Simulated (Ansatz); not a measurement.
# LuC2: one contact scaled

An exercise on one series of results from a longer session: the logs are not shown, and one member is left open.

Computed with Ansatz 0.2.0 (DFT, r2SCAN, PAW with Ansatz's default frozen-core files, scalar-relativistic, unless a step's input says otherwise).

1 further run of the same task is left out (it didn't finish).

## The system as given

The structure is tetragonal, space group I4/mmm (No. 139). The conventional cell has a = 3.566 Å, b = 3.566 Å, c = 6.058 Å, α = 90.00°, β = 90.00°, γ = 90.00°. Around Lu (site symmetry 4/mmm) lie 10 C at 2.38 to 2.60 Å. C (site symmetry 4mm) is surrounded by 1 C at 1.31 Å.

As a file:

```
CELL_PARAMETERS angstrom
-1.78296 1.78296 3.02895
1.78296 -1.78296 3.02895
1.78296 1.78296 -3.02895
ATOMIC_POSITIONS crystal
Lu 0.00000 0.00000 0.00000
C 0.60794 0.60794 0.00000
C 0.39206 0.39206 0.00000
```

Atoms are numbered in the order of the input: Lu1, C2, C3.

Set-up of the first run:

The input, input.yaml:

```yaml
crystal:
  lattice:
    - [-1.782956, 1.782956, 3.02895]
    - [1.782956, -1.782956, 3.02895]
    - [1.782956, 1.782956, -3.02895]
  atoms:
    - { symbol: Lu, position: [0.0, 0.0, 0.0] }
    - { symbol: C, position: [0.607937, 0.607937, 0.0] }
    - { symbol: C, position: [0.392063, 0.392063, 0.0] }
kpoints:
  mp_grid: { grid: [11, 11, 11] }
scf:
  occupations: { method: fermi_dirac, width: 0.05 }
hamiltonian:
  xc: r2scan
  pseudopotentials: { kind: paw }
output:
  forces: true
  stress: true
  eigenvalues: true
  efg: { contact_densities: true }
  populations: true
  write_density: true
  write_potential: true
  elf: true
  volumetric_format: npy
```

Command:

```
ansatz run input.yaml --threads 1 --pin off --max-ram 3072MiB --backend cpu --events-out ev --progress --plain --runs-dir out
```

Steps of the session up to this table: Shortest bond scaled by 1, PAW; Shortest bond scaled by 1.05, PAW; Shortest bond scaled by 0.95, PAW; Shortest bond scaled by 0.9, PAW; Shortest bond scaled by 0.75, PAW; Shortest bond scaled by 0.75, PAW (cutoff 1000 eV).

One table of the session follows, with a row left open; its other results are not shown here.

```
              method  length (Å)  F from the given length (eV/cell)  force along the bond (eV/Å)  pressure (GPa)  largest force (eV/Å)
                 PAW       0.981                              6.129                       53.025           65.24                53.025
                 PAW       1.177                              0.584                       10.772           13.50                10.772
                 PAW       1.242                                  ?                            ?               ?                     ?
                 PAW       1.308                              0.000                       -0.467           -2.36                 0.467
                 PAW       1.373                              0.139                       -3.580           -6.79                 3.580
PAW (cutoff 1000 eV)       0.981                                  –                       52.977           65.17                52.977
```

Q: Estimate the row for PAW, 1.242 from the others.

As computed: F from the given length (eV/cell): 0.110; force along the bond (eV/Å): 4.131; pressure (GPa): 4.24; largest force (eV/Å): 4.131. In the column «F from the given length (eV/cell)» it lies between PAW, 1.308 (0.000) and PAW, 1.373 (0.139).

Limits of these values: Spin-orbit coupling is left out, though the cell holds Lu; in elements this heavy it can shift bands and gaps by tenths of an eV. Warnings in the runs' records: gradients without spin orbit.
